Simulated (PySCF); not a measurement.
# C3H9GeP: the cost of one run

Programs: PySCF 2.14.0, with density-fitted response routines of our own. Each step states its level of theory. These are calculated values for one molecule in the gas phase, unless marked as measured. Atoms are numbered from 0 throughout.

## Step 1: Starting geometry

14 atoms, charge 0, multiplicity 1; geometry from: PBE0-D3(BJ)/def2-SVP.

Bonds of the start (Å): C0–C1 1.34, C1–C2 1.49, C2–Ge3 1.97, Ge3–P4 2.33, C0–H5 1.10, C0–H6 1.09, C1–H7 1.10, C2–H8 1.10, C2–H9 1.10, Ge3–H10 1.54, Ge3–H11 1.54, P4–H12 1.43, P4–H13 1.43.

## Step 2: Nuclear shieldings: PBE0/pcSseg-1

Job settings and geometry (Å):

```
{"job": {"kind": "nmr", "xc": "PBE0", "basis": "pcSseg-1", "pop": false}, "charge": 0, "multiplicity": 1}
C     -2.115561    -0.806226    -0.418680
C     -1.038369    -0.924359     0.362452
C     -0.582151     0.070004     1.373187
Ge     0.967661     1.098724     0.711980
P      2.551640    -0.427462    -0.048854
H     -2.785188     0.056960    -0.344116
H     -2.367241    -1.569853    -1.158550
H     -0.401736    -1.811277     0.242763
H     -1.377049     0.790681     1.621347
H     -0.263142    -0.422038     2.306017
H      1.602495     1.904197     1.865538
H      0.501504     2.066607    -0.395079
H      1.881224    -0.643763    -1.292015
H      3.412644     0.576145    -0.589471
```

Level: GIAO PBE0/pcSseg-1 NMR shielding, non-relativistic, gas phase.

Launch:

```bash
$ OMP_NUM_THREADS=1 python probes_run.py task.json out
```

This one command runs all jobs of the session in turn.

**Question.** How long does this first job take on 1 thread of Intel Xeon Platinum 8259CL at 2.50GHz, shared host, and how much memory does it need?

About 27 s, with a peak of 0.89 GiB.
